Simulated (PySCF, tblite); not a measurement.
# C₅H₉FOSi: geometry, infrared bands and NMR shifts

What infrared bands and NMR shifts should C₅H₉FOSi (`O=C(/C=C/F)CC[SiH3]`) show?

The runs use tblite 0.8.0 and PySCF 2.14.0, with density-fitted response routines of our own; the level of theory stands in each step. All values are computed, except where a source is named. Atoms count from 0, in the outputs and in this text.

## Step 1: The starting structure

17 atoms, charge 0, multiplicity 1; geometry from: force field or distance geometry start.

Bonds of the start (Å): O0–C1 1.22, C1–C2 1.50, C2–C3 1.33, C3–F4 1.35, C1–C5 1.53, C5–C6 1.53, C6–Si7 1.87, C2–H8 1.08, C3–H9 1.07, C5–H10 1.10, C5–H11 1.10, C6–H12 1.11, C6–H13 1.10, Si7–H14 1.49, Si7–H15 1.47, Si7–H16 1.48.

## Step 2: Geometry optimisation with GFN2-xTB

Job settings and geometry (Å):

```
{"job": {"kind": "relax", "xc": "GFN2-xTB", "basis": "xTB"}, "charge": 0, "multiplicity": 1}
O      0.785700    -0.416200    -1.515500
C      0.871400    -0.287300    -0.306400
C      2.106300     0.284900     0.320400
C      3.082700     0.730600    -0.473100
F      4.202200     1.253000     0.066100
C     -0.212300    -0.751800     0.665300
C     -1.577200    -0.929200     0.003700
Si    -2.478900     0.643800    -0.446800
H      2.169200     0.345600     1.395700
H      3.114000     0.708700    -1.541400
H     -0.278300    -0.042500     1.498800
H      0.117000    -1.719400     1.074700
H     -2.224300    -1.486600     0.712100
H     -1.476300    -1.556500    -0.891800
H     -3.795300     0.324600    -1.074400
H     -1.682200     1.484000    -1.353900
H     -2.730800     1.426400     0.789400
```

Command:

```bash
$ OMP_NUM_THREADS=1 python probes_run.py task.json out
```

The driver reads the jobs from task.json and runs them one after another.

**Question.** This job is followed by: GFN2-xTB harmonic vibrations, gas phase; GIAO PBE0/pcSseg-1 NMR shielding, non-relativistic, gas phase. What will the session give for the following? strongest single infrared mode (GFN2-xTB); zero-point energy (GFN2-xTB); ¹³C shifts against TMS (PBE0/pcSseg-1); ¹H shifts against TMS (PBE0/pcSseg-1, means over atoms taken as alike); ¹⁷O shifts against H2O (PBE0/pcSseg-1); ¹⁹F shifts against CFCl3 (PBE0/pcSseg-1); ²⁹Si shifts against TMS (PBE0/pcSseg-1); surface potential, 1st and 99th percentile.

As calculated:

| quantity | value |
| --- | --- |
| strongest single infrared mode (GFN2-xTB) | 796 cm⁻¹, 380 km/mol |
| zero-point energy (GFN2-xTB) | 76.4 kcal/mol |
| ¹³C shifts against TMS (PBE0/pcSseg-1) | 202.2, 175.6, 116.4, 44.4, 4.8 ppm |
| ¹H shifts against TMS (PBE0/pcSseg-1, means over atoms taken as alike) | 8.06, 6.14, 3.88, 2.71, 0.92 ppm |
| ¹⁷O shifts against H2O (PBE0/pcSseg-1) | 607.7 ppm |
| ¹⁹F shifts against CFCl3 (PBE0/pcSseg-1) | -109.1 ppm |
| ²⁹Si shifts against TMS (PBE0/pcSseg-1) | -71.0 ppm |
| surface potential, 1st and 99th percentile | -1.46 V and 1.21 V |

In words: Over 87 steps the energy fell by 0.104 eV; of the close pairs, C6–Si7 changed most, 1.868 to 1.906 Å. No mode is imaginary among the 45: a minimum at this level. GFN2-xTB is a fitted tight-binding method: band positions and strengths are rough. Its intensities can rank the bands wrongly. C1 (ketone carbonyl carbon) lies farthest downfield among carbon, at 202.2 ppm; low-lying n→π* states of the double bond to the heteroatom give a large paramagnetic term (-267 ppm). At PBE0/pcSseg-1: The widest tensor belongs to O0: span 1232 ppm, with a paramagnetic part of -675 ppm. At PBE0/pcSseg-1, counted by nearest atom on the grid, the HOMO lies on O0 63 %; C2, C5 about 9 % each, the LUMO on C1, C3 about 26 % each; O0 18 %.
